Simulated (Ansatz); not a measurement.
# C₂H₇NZn: up Jacob's ladder to CCSD(T)

Aim: compute C₂H₇NZn with functionals from several rungs and with coupled cluster, and see how far each lands from CCSD(T) at the basis-set limit for the atomisation energy.

Program: Ansatz 0.2.0, Gaussian basis. Level of theory: functionals in def2-TZVPP, the program's frozen cores in correlated methods. These are calculated values, not measurements.

The runs, in order: LDA (SPW92), PBE-D4, revPBE-D4, BLYP-D4, r2SCAN-D4, B97M-V, PBE0-D4, B3LYP-D4, r2SCANh-D4, r2SCAN0-D4, HSE06-D4, BHLYP-D4, CAM-B3LYP-D4, LC-ωPBE, ωB97X-V, ωB97M-V, B2PLYP, PBE-QIDH; CCSD(T)/def2-SVP; CCSD(T)/def2-TZVPP; MP2/def2-QZVPP; extrapolation to the limit; RPA on PBE.

### 1 The geometry

All runs share one geometry, relaxed beforehand with PBE0-D4 in a triple-zeta def2 set.

SMILES `C[N](C)[ZnH]`, 11 atoms, charge 0, spin multiplicity 1.

Atoms are counted from 1 here; the program's logs count them from 0.

Bond lengths: C1–N2 1.437 Å, C1–H5 1.094 Å, C1–H6 1.103 Å, C1–H7 1.103 Å, N2–C3 1.437 Å, N2–Zn4 1.815 Å, C3–H8 1.103 Å, C3–H9 1.094 Å, C3–H10 1.103 Å, Zn4–H11 1.521 Å. Angles: N2–C1–H5 111.5°, N2–C1–H6 112.0°, N2–C1–H7 112.0°, H5–C1–H6 107.2°, H5–C1–H7 107.2°, H6–C1–H7 106.7°, C1–N2–C3 112.2°, C1–N2–Zn4 123.9°, C3–N2–Zn4 123.9°, N2–C3–H8 112.0°, N2–C3–H9 111.5°, N2–C3–H10 112.0°, H8–C3–H9 107.2°, H8–C3–H10 106.7°, H9–C3–H10 107.2°, N2–Zn4–H11 180.0°.

As a file:

| atom | x (Å) | y (Å) | z (Å) |
| --- | --- | --- | --- |
| C1 | -0.3269 | 1.1690 | -0.4956 |
| N2 | -0.1276 | -0.1899 | -0.0739 |
| C3 | 0.9645 | -0.3165 | 0.8511 |
| Zn4 | -1.1395 | -1.5850 | -0.6424 |
| H5 | -1.1601 | 1.2525 | -1.1990 |
| H6 | -0.5492 | 1.8362 | 0.3537 |
| H7 | 0.5651 | 1.5802 | -0.9967 |
| H8 | 0.8032 | 0.2804 | 1.7641 |
| H9 | 1.1063 | -1.3546 | 1.1645 |
| H10 | 1.9172 | 0.0248 | 0.4134 |
| H11 | -1.9875 | -2.7542 | -1.1189 |

### 2 LDA

This LDA is Slater exchange with PW92 correlation.

in.yaml

```yaml
crystal:
  periodic: [false, false, false]
  atoms:
    - {symbol: C, position_ang: [-0.326898, 1.169049, -0.495591]}
    - {symbol: N, position_ang: [-0.127564, -0.189925, -0.073908]}
    - {symbol: C, position_ang: [0.964503, -0.316503, 0.851147]}
    - {symbol: Zn, position_ang: [-1.139546, -1.584989, -0.642361]}
    - {symbol: H, position_ang: [-1.160121, 1.252510, -1.198985]}
    - {symbol: H, position_ang: [-0.549237, 1.836194, 0.353712]}
    - {symbol: H, position_ang: [0.565073, 1.580229, -0.996717]}
    - {symbol: H, position_ang: [0.803198, 0.280438, 1.764096]}
    - {symbol: H, position_ang: [1.106268, -1.354618, 1.164532]}
    - {symbol: H, position_ang: [1.917238, 0.024772, 0.413386]}
    - {symbol: H, position_ang: [-1.987516, -2.754158, -1.118910]}
basis:
  gaussian: {orbitals: def2-TZVPP}
hamiltonian: {xc: lda}
output: {orbitals: {seedname: orbitals}}
```

The run is started by

```console
> ansatz run in.yaml --threads 4 --pin off --events-out ev --progress --plain --max-ram 10444MiB
```

After this run come: PBE-D4 (GGA); revPBE-D4 (GGA); BLYP-D4 (GGA); r2SCAN-D4 (meta-GGA); B97M-V (meta-GGA); PBE0-D4 (hybrid); B3LYP-D4 (hybrid); r2SCANh-D4 (hybrid); r2SCAN0-D4 (hybrid); HSE06-D4 (hybrid); BHLYP-D4 (hybrid); CAM-B3LYP-D4 (range-separated); LC-ωPBE (range-separated); ωB97X-V (range-separated); ωB97M-V (range-separated); B2PLYP (double hybrid); PBE-QIDH (double hybrid); CCSD(T) in def2-SVP; CCSD(T) in def2-TZVPP; MP2 in def2-QZVPP; RPA on PBE orbitals.

Q: Predict the results of all the runs planned. Wanted: atomisation energy, CCSD(T)/CBS; farthest beyond LDA; mean size of error, GGA; mean size of error, meta-GGA; mean size of error, hybrid; mean size of error, range-separated; mean size of error, double hybrid; gap, smallest and largest; T1 diagnostic.

**Answer**, as computed:

| quantity | value |
| --- | --- |
| atomisation energy, CCSD(T)/CBS | 3615.8 kJ/mol |
| functionals within 18.1 kJ/mol (0.5 %) | revPBE-D4, BLYP-D4, r2SCAN-D4, B97M-V, PBE0-D4, B3LYP-D4, r2SCANh-D4, ωB97M-V, PBE-QIDH |
| farthest beyond LDA | BHLYP-D4 (-89.5 kJ/mol) |
| mean size of error, GGA | 29.4 kJ/mol |
| mean size of error, meta-GGA | 9.1 kJ/mol |
| mean size of error, hybrid | 28.2 kJ/mol |
| mean size of error, range-separated | 27.0 kJ/mol |
| mean size of error, double hybrid | 21.1 kJ/mol |
| gap, smallest and largest | 3.35 eV (LDA (SPW92)), 9.88 eV (LC-ωPBE) |
| T1 diagnostic | 0.0152 |
| triples share of the correlation energy | 3.5 % |

What this shows: LDA overbinds by 539.0 kJ/mol (15 %). PBE-D4 is off by +73.2 kJ/mol. Double hybrids carry the basis error of their MP2 part in triple zeta, and no dispersion term here, so their miss is partly the set-up's. By mean error the best rung here is meta-GGA (9.1 kJ/mol) and the worst beyond LDA is GGA (29.4 kJ/mol). The reference freezes the cores and leaves out relativity and excitations past (T), so misses under about 18.1 kJ/mol can't be ranked. Hartree-Fock recovers 72 % of the binding; the rest is correlation. CCSD(T) in def2-SVP is off by -182.6 kJ/mol, worse than the median functional, from the basis alone. The gap grows from 3.3 to 9.9 eV across the functionals, mostly with the share of exact exchange. For Zn the d shell is correlated and the shells below it are frozen.
